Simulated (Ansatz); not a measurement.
Predict the output of the script below (the Python package of Ansatz (0.2.0)).

The script, `run_reaction.py`:
```python
# -*- coding: utf-8 -*-
from collections import Counter
import warnings

import ansatz as az
import numpy as np
from pymatgen.analysis.reaction_calculator import ComputedReaction
from pymatgen.entries.computed_entries import ComputedEntry

PHASES = {
    "NbVH4 P4/mmm": (
        [(3.118271, 0.0, 0.0), (0.0, 3.118271, 0.0), (0.0, 0.0, 4.409866)],
        [
            ("Nb", (0.0, 0.0, 0.0)),
            ("V", (0.5, 0.5, 0.5)),
            ("H", (0.5, 0.0, 0.726576)),
            ("H", (0.0, 0.5, 0.273424)),
            ("H", (0.5, 0.0, 0.273424)),
            ("H", (0.0, 0.5, 0.726576)),
        ],
    ),
    "NbH2 Fm-3m": (
        [(0.0, 2.2815, 2.2815), (2.2815, 0.0, 2.2815), (2.2815, 2.2815, 0.0)],
        [
            ("Nb", (0.0, 0.0, 0.0)),
            ("H", (0.25, 0.25, 0.25)),
            ("H", (0.75, 0.75, 0.75)),
        ],
    ),
    "VH2 Fm-3m": (
        [(0.0, 2.1355, 2.1355), (2.1355, 0.0, 2.1355), (2.1355, 2.1355, 0.0)],
        [
            ("V", (0.0, 0.0, 0.0)),
            ("H", (0.25, 0.25, 0.25)),
            ("H", (0.75, 0.75, 0.75)),
        ],
    ),
}
MOMENTS = {"V": 1.5}  # parallel starting moments in muB


def build(vectors, sites):
    crystal = az.Crystal(lattice=az.Lattice.of(vectors))
    for symbol, position in sites:
        crystal = crystal.atom(symbol, position)
    return crystal

POLARISED = {"NbVH4 P4/mmm", "VH2 Fm-3m"}


def compute(name, crystal):
    calc = (
        crystal.calculation()
        .functional("lda")
        .basis(500)
        .kpoints(spacing=0.33)
        .occupations("gaussian", width=0.1)
        .stress()
    )
    if name in POLARISED:
        calc = calc.spin("collinear")
    calc = calc.relax(force_tolerance=0.02, cell=True)
    return calc.run(threads=1, pin="off")


def counts(outcome):
    return Counter(site.symbol for site in outcome.lattice.sites)


def volume_per_atom(outcome):
    return abs(np.linalg.det(outcome.lattice.cell_ang)) / len(outcome.lattice.sites)


def main():
    warnings.simplefilter("ignore", az.DeckWarning)

    phases = {name: build(*cell) for name, cell in PHASES.items()}
    for name in ["NbVH4 P4/mmm", "VH2 Fm-3m"]:
        phases[name] = phases[name].moments({e: m for e, m in MOMENTS.items() if e in phases[name].species()})

    done = {}
    for name, crystal in phases.items():
        done[name] = compute(name, crystal)
        print(f"{name}: {done[name].report['energy_sigma0_ev']:.4f} eV, {len(done[name].lattice.sites)} atoms")

    entry = {name: ComputedEntry(dict(counts(o)), o.report["energy_sigma0_ev"]) for name, o in done.items()}
    reaction = ComputedReaction([entry["NbH2 Fm-3m"], entry["VH2 Fm-3m"]], [entry["NbVH4 P4/mmm"]])
    reaction.normalize_to(entry["NbVH4 P4/mmm"].composition.reduced_composition)
    print(reaction)
    print("energy per formula unit of the product:", round(reaction.calculated_reaction_energy, 4), "eV")
    for name, o in done.items():
        print(f"  {name:18s} {volume_per_atom(o):7.3f} A^3/atom")


if __name__ == "__main__":
    main()
```

```console
$ python run_reaction.py
RunWarning: the starting moments were not kept: the SCF closed with an absolute magnetisation of 2.8e-5 μB, where they sum to 1.5 μB in size (1 site). That is at most 0.1 of that sum. Measured as dr2_m measures the in/out step, that magnetisation stands 3.5e-10 eV from none, at or under the dr2_threshold of 1.0e-7 eV: it is no larger than a step whose dr2_m would equal this threshold. The system may hold no moment; this SCF shows only that its start led to no more than that. To try another [...]
NbVH4 P4/mmm: -7367.4838 eV, 6 atoms
NbH2 Fm-3m: -4474.8560 eV, 3 atoms
VH2 Fm-3m: -2892.6374 eV, 3 atoms
NbH2 + VH2 -> NbVH4
energy per formula unit of the product: 0.0096 eV
  NbVH4 P4/mmm         6.718 A^3/atom
  NbH2 Fm-3m           7.577 A^3/atom
  VH2 Fm-3m            5.890 A^3/atom
```
(Warnings from the package without file and line, shortened, repeats left out.)

Notes:
- Absolute energies stand on the zero of these potentials, so only differences at equal settings mean something.
- The SCF didn't keep the moments it started from (some shrank, vanished or turned); what is printed is the state reached.
- The cells come from databases of deposited and of computed structures, and not all need be stable phases.
- The reactants and the product are the structures named, not necessarily the lowest of each compound, so sign and change of volume hang on that choice. Magnetic phases start from parallel moments and may not end in their lowest magnetic state. A semilocal functional's error on such energies is often 0.05 to 0.1 eV an atom, and 0.1 to 0.3 eV against gases such as O2 or F2.
- The script silences the warnings on its input, which a real study should read.
- It ran for 20 s on 1 thread of Intel(R) Xeon(R) 6975P-C (Granite Rapids) (shared host), peak memory 0.59 GiB.
